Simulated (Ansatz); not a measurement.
# CH₅AsOSi: one species, many methods

How much do the methods differ for CH₅AsOSi? The plan is to run it at one geometry with functionals of several rungs and with coupled cluster, and see how far each lands from CCSD(T) at the basis-set limit for the atomisation energy.

Method: functionals in def2-TZVPP, the program's frozen cores in correlated methods; program: Ansatz 0.2.0, Gaussian basis.

Plan: PBE-D4, r2SCAN-D4, PBE0-D4, B3LYP-D4, ωB97X-V, ωB97M-V, B2PLYP; CCSD(T)/def2-TZVPP; MP2/def2-QZVPP; extrapolation to the limit.

### 1 The geometry

The geometry comes from an earlier relaxation with PBE0-D4 in a triple-zeta def2 set; it is a stationary point, not always the lowest conformer.

9 atoms, charge 0, spin multiplicity 1.

Atoms are counted from 1 here; the program's logs count them from 0.

Bond lengths: C1–O2 1.427 Å, C1–As4 2.035 Å, C1–H5 1.093 Å, C1–H6 1.091 Å, O2–Si3 1.665 Å, Si3–As4 2.358 Å, Si3–H7 1.486 Å, Si3–H8 1.488 Å, As4–H9 1.525 Å. Angles: O2–C1–As4 105.2°, O2–C1–H5 110.4°, O2–C1–H6 110.8°, As4–C1–H5 109.3°, As4–C1–H6 111.5°, H5–C1–H6 109.5°, C1–O2–Si3 102.7°, O2–Si3–As4 85.4°, O2–Si3–H7 113.0°, O2–Si3–H8 112.3°, As4–Si3–H7 119.6°, As4–Si3–H8 116.7°, H7–Si3–H8 108.2°, C1–As4–Si3 66.4°, C1–As4–H9 93.1°, Si3–As4–H9 89.9°.

### 2 PBE-D4 (GGA)

in.yaml reads:

```yaml
crystal:
  periodic: [false, false, false]
  atoms:
    - {symbol: C, position_ang: [-0.321389, 0.978780, -0.640540]}
    - {symbol: O, position_ang: [0.792656, 0.124251, -0.893520]}
    - {symbol: Si, position_ang: [0.510073, -1.159357, 0.128347]}
    - {symbol: As, position_ang: [-1.333535, 0.097756, 0.889434]}
    - {symbol: H, position_ang: [-0.969260, 1.030280, -1.518781]}
    - {symbol: H, position_ang: [0.012695, 1.982351, -0.374106]}
    - {symbol: H, position_ang: [1.644427, -1.429187, 1.049867]}
    - {symbol: H, position_ang: [0.204782, -2.413162, -0.612466]}
    - {symbol: H, position_ang: [-0.451849, 0.742085, 1.954564]}
basis:
  gaussian: {orbitals: def2-TZVPP}
hamiltonian: {xc: pbe, dispersion: d4}
output: {forces: true, orbitals: {seedname: orbitals}}
```

On the command line:

```console
$ ansatz run in.yaml --threads 4 --pin off --events-out ev --progress --plain --max-ram 10444MiB
```

Further steps of the session: r2SCAN-D4 (meta-GGA); PBE0-D4 (hybrid); B3LYP-D4 (hybrid); ωB97X-V (range-separated); ωB97M-V (range-separated); B2PLYP (double hybrid); CCSD(T) in def2-TZVPP; MP2 in def2-QZVPP.

**Question.** What will the summary of the whole plan be? Wanted: atomisation energy, CCSD(T)/CBS; farthest; mean size of error, hybrid; mean size of error, range-separated; gap, smallest and largest; T1 diagnostic; triples share of the correlation energy.

**Answer**, as computed:

```
                               quantity                                           value
        atomisation energy, CCSD(T)/CBS                                   3008.9 kJ/mol
 functionals within 30.1 kJ/mol (1.0 %)  r2SCAN-D4, PBE0-D4, B3LYP-D4, ωB97X-V, ωB97M-V
                               farthest                           PBE-D4 (+45.1 kJ/mol)
             mean size of error, hybrid                                      9.6 kJ/mol
    mean size of error, range-separated                                     15.0 kJ/mol
              gap, smallest and largest            4.75 eV (PBE-D4), 11.00 eV (ωB97X-V)
                          T1 diagnostic                                          0.0119
triples share of the correlation energy                                           3.9 %
```

What this shows: PBE-D4 is off by +45.1 kJ/mol. Double hybrids carry the basis error of their MP2 part in triple zeta, and no dispersion term here, so their miss is partly the set-up's. The reference freezes the cores and leaves out relativity and excitations past (T), and its outer-core shells are covered unevenly, so misses under about 30.1 kJ/mol can't be ranked. Hartree-Fock recovers 69 % of the binding; the rest is correlation. Orbital gaps span 4.7 to 11.0 eV; exact exchange widens them. Correlated methods include outer-core shells of As, which these sets cover unevenly.
